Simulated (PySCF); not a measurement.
# CH6Cl2OSi2: the cost of one run

Programs: PySCF 2.14.0, with density-fitted response routines of our own. Each step states its level of theory. These are calculated values for one molecule in the gas phase, unless marked as measured. Atoms count from 0, in the outputs and in this text.

## Step 1: The molecule as given

12 atoms, charge 0, multiplicity 1; geometry from: GFN2-xTB. The atoms were then displaced at random by about 0.01 Å, so the start is not that level's minimum.

Bonds of the start (Å): Si0–O1 1.64, O1–Si2 1.61, Si2–Cl3 2.02, Si2–C4 1.89, C4–Cl5 1.78, Si0–H6 1.45, Si0–H7 1.46, Si0–H8 1.50, Si2–H9 1.43, C4–H10 1.10, C4–H11 1.11.

## Step 2: Relaxing the molecule at PBE0-D3(BJ)/def2-SVP

Job settings and geometry (Å):

```
{"job": {"xc": "PBE0", "basis": "def2-SVP", "d3": "d3bj", "grid": 1, "shake": 0.01, "kind": "geom"}, "charge": 0, "multiplicity": 1}
Si     2.073120     0.661950    -0.328150
O      0.818350    -0.352830    -0.031630
Si    -0.517940    -1.091330     0.484270
Cl    -0.057960    -2.002350     2.226980
C     -1.866190     0.195570     0.822860
Cl    -2.229420     1.110350    -0.664430
H      3.078350     0.390240     0.674420
H      2.480290     0.363550    -1.697220
H      1.514210     2.044010    -0.179850
H     -0.880130    -2.035230    -0.533080
H     -2.806890    -0.255720     1.162040
H     -1.566110     0.943510     1.584180
```

Started as:

```bash
> OMP_NUM_THREADS=1 python probes_run.py task.json out
```

One launch serves the whole session: the jobs run in the order shown.

**Question.** How long does this first job take on 1 thread of Arm Neoverse V1, shared host, and how much memory does it need?

About 3.3 min, with a peak of 0.55 GiB.
